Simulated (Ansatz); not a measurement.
**F3HOZr: small, medium and large basis sets**

The task here is to estimate one member of a computed series from the others.

Computed with Ansatz 0.2.0, Gaussian basis. Level: one geometry, several basis sets.

Levels to be run: PBE0-D4/def2-SVP; ωB97M-V/def2-SVP; PBE0-D4/def2-QZVPP; ωB97M-V/def2-QZVPP; the functionals' def2-TZVPP values are taken from earlier runs.

**Structure used throughout**

The geometry comes from an earlier relaxation with PBE0-D4 in a triple-zeta def2 set; it is a stationary point. Zr takes the def2 core potential; no spin-orbit term is included.

SMILES `[OH][Zr]([F])([F])[F]`, 6 atoms, charge 0, spin multiplicity 1.

Atoms are counted from 1 here; the program's logs count them from 0.

Bond lengths: O1–Zr2 1.899 Å, O1–H6 0.953 Å, Zr2–F3 1.903 Å, Zr2–F4 1.904 Å, Zr2–F5 1.903 Å. Angles: Zr2–O1–H6 178.8°, O1–Zr2–F3 109.8°, O1–Zr2–F4 109.8°, O1–Zr2–F5 109.8°, F3–Zr2–F4 109.1°, F3–Zr2–F5 109.1°, F4–Zr2–F5 109.2°.

Coordinates:

```xyz
6
charge 0, multiplicity 1
O    -0.99482    0.57800    0.82521
Zr    0.33315   -0.20332   -0.28460
F     1.51936   -1.25428    0.76963
F    -0.49167   -1.31510   -1.59113
F     1.32498    1.16327   -1.16322
H    -1.64900    0.96743    1.39802
```

The first run:

The input, in.yaml:

```yaml
crystal:
  periodic: [false, false, false]
  atoms:
    - {symbol: O, position_ang: [-0.994824, 0.578005, 0.825210]}
    - {symbol: Zr, position_ang: [0.333148, -0.203320, -0.284605]}
    - {symbol: F, position_ang: [1.519362, -1.254284, 0.769629]}
    - {symbol: F, position_ang: [-0.491666, -1.315101, -1.591134]}
    - {symbol: F, position_ang: [1.324982, 1.163273, -1.163220]}
    - {symbol: H, position_ang: [-1.649002, 0.967427, 1.398020]}
basis:
  gaussian: {orbitals: def2-SVP}
hamiltonian: {xc: pbe0, dispersion: d4}
output: {orbitals: {seedname: orbitals}}
```

Command:

```bash
ansatz run in.yaml --threads 4 --pin off --events-out ev --progress --plain --max-ram 10444MiB
```

Among the steps run: PBE0-D4 in def2-SVP; ωB97M-V in def2-SVP; PBE0-D4 in def2-QZVPP; ωB97M-V in def2-QZVPP.

One of the session's tables, all rows but one given; the rest of the session is left out.

It belongs to the step «Functionals by basis». 

| functional | basis | HOMO (eV) |
| --- | --- | --- |
| PBE0-D4 | def2-SVP | ? |
| PBE0-D4 | def2-TZVPP | -10.26 |
| PBE0-D4 | def2-QZVPP | -10.29 |
| ωB97M-V | def2-SVP | -12.58 |
| ωB97M-V | def2-TZVPP | -12.74 |
| ωB97M-V | def2-QZVPP | -12.78 |

Q: Estimate the row for PBE0-D4, def2-SVP from the others.

As computed: HOMO (eV): -10.11. In the column «HOMO (eV)» it is the highest.
